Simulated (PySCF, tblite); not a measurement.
**C8H10+ (doublet): geometry, infrared bands and EPR parameters**

What infrared bands and EPR parameters should C8H10+ (doublet) (`[CH+]=[C][C@H]1C/C1=C\CC`) show?

Computed with tblite 0.8.0 and PySCF 2.14.0, with density-fitted response routines of our own, on a single molecule in the gas phase. Atoms count from 0, in the outputs and in this text.

## 1. The starting structure

18 atoms, charge 1, multiplicity 2; geometry from: force field or distance geometry start.

Bonds of the start (Å): C0–C1 1.32, C1–C2 1.49, C2–C3 1.51, C3–C4 1.47, C4–C5 1.33, C5–C6 1.49, C6–C7 1.51, C4–C2 1.46, C0–H8 1.07, C2–H9 1.11, C3–H10 1.11, C3–H11 1.11, C5–H12 1.09, C6–H13 1.11, C6–H14 1.12, C7–H15 1.10, C7–H16 1.12, C7–H17 1.11.

## 2. Geometry optimisation with GFN2-xTB

What the job is given:

```
{"job": {"kind": "relax", "xc": "GFN2-xTB", "basis": "xTB"}, "charge": 1, "multiplicity": 2}
C     -3.144700     1.729500    -0.652000
C     -2.535400     0.673800    -1.148000
C     -2.016700    -0.341300    -0.192400
C     -1.244900    -1.524800    -0.736100
C     -0.567000    -0.412400    -0.055500
C      0.543800     0.187400     0.377400
C      1.899300    -0.420700     0.214900
C      2.731200     0.541100    -0.595100
H     -3.668000     2.661200    -0.655900
H     -2.707800    -0.597100     0.634500
H     -1.325100    -1.599900    -1.837200
H     -1.393900    -2.474400    -0.182700
H      0.486200     1.151900     0.885600
H      1.857900    -1.436600    -0.230400
H      2.333700    -0.466200     1.246200
H      3.716600     0.640400    -0.109700
H      2.850600     0.188300    -1.648900
H      2.175600     1.506200    -0.591100
```

Command:

```sh
> OMP_NUM_THREADS=1 python probes_run.py task.json out
```

One launch serves the whole session: the jobs run in the order shown.

**Question.** This job is followed by: GFN2-xTB harmonic vibrations, gas phase; UKS B3LYP, pcH-1 on C H, non-relativistic, mean-field spin-orbit, GIAO. What will the session give for the following? strongest single infrared mode (GFN2-xTB); zero-point energy (GFN2-xTB); g(iso) (B3LYP); ⟨S²⟩; largest a(iso) (averaged by class).

As calculated:

| quantity | value |
| --- | --- |
| strongest single infrared mode (GFN2-xTB) | 2172 cm⁻¹, 448 km/mol |
| zero-point energy (GFN2-xTB) | 91.1 kcal/mol |
| g(iso) (B3LYP) | 2.00364 |
| ⟨S²⟩ | 0.759 (exact 0.75) |
| largest a(iso) (averaged by class) | 1H on H11, 100.0 MHz |

The optimisation took 86 steps and gained 1.979 eV; among the close pairs (by a distance rule), C0–C1 changed most, from 1.316 to 1.210 Å. All 48 modes are real, so the xTB geometry is a minimum. The strongest single mode, at 2172 cm⁻¹, moves mainly C1 and C0. Unscaled tight-binding wavenumbers are off by several per cent, some by more. Its intensities can rank the bands wrongly. The largest spin populations lie on C0 (0.34 e), C4 (0.29 e). The isotropic g lies 1.3 ppt above the free-electron value. The conformer search found further structures of the same energy, which may be mirror or relabelled copies of this one.
